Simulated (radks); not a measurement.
# Pm²⁺ in [Xe] 4f5: an all-electron calculation

Aim: the levels, the sizes of the orbitals and the parts of the energy of the promethium ion Pm2+.

The numbers are computed with radks (a radial shooting solver on a logarithmic mesh, Libxc functionals) version 1 (Dirac Kohn-Sham, RPBE, spin-unpolarised, spherical densities, finite nucleus; open shells are shared between the two j in proportion to 2j + 1), except any that are marked as measured or tabulated.

### Step 1. The system

```
element            : promethium (Z = 61)
charge             : +2
electrons          : 59
configuration      : [Xe] 4f5
nuclear rms radius : 4.962 fm
```

Outer shells as boxes (Hund's rule):

Pm²⁺
```
[Xe] core
4f [↑ ][↑ ][↑ ][↑ ][↑ ][  ][  ]
```

### Step 2. Self-consistent calculation

Input:

```text
Z 61
configuration [Xe] 4f5
relativity Dirac
functional rpbe,pbe
spin unpolarised
j_filling average
nucleus finite rms 4.962 fm
c 137.035999084
```

**Question.** What will this run give?

As calculated:

| quantity | value |
| --- | --- |
| total energy | -10026.3117 hartree |
| exchange-correlation share of it | 2.29 % |
| −T/E | 1.0812 |
| highest occupied level | 4f7/2, -14.917 eV |
| most extended occupied level | 5p3/2, <r> = 1.71 bohr |
| radius at density 0.001 e/bohr³ | 3.57 bohr |
| maxima of the radial density | 4 |
| ionisation energy, NIST | 22.4 (semi-emp.) eV |

What this shows: 5 principal shells are occupied and 4 maxima appear in the radial density; where shells overlap, one shows as a shoulder or not at all. Relativity lifts −T/E to 1.081. The top level binds by 14.917 eV, 66 % of the NIST ionisation energy of 22.4 eV; the potential of a semilocal functional falls off too fast, so its top eigenvalue is too shallow. Spin polarisation and multiplet splitting are left out. Sharing an open shell by 2j + 1 raises it above the true ground level by a part of the spin-orbit splitting, which enters the differences from NIST.
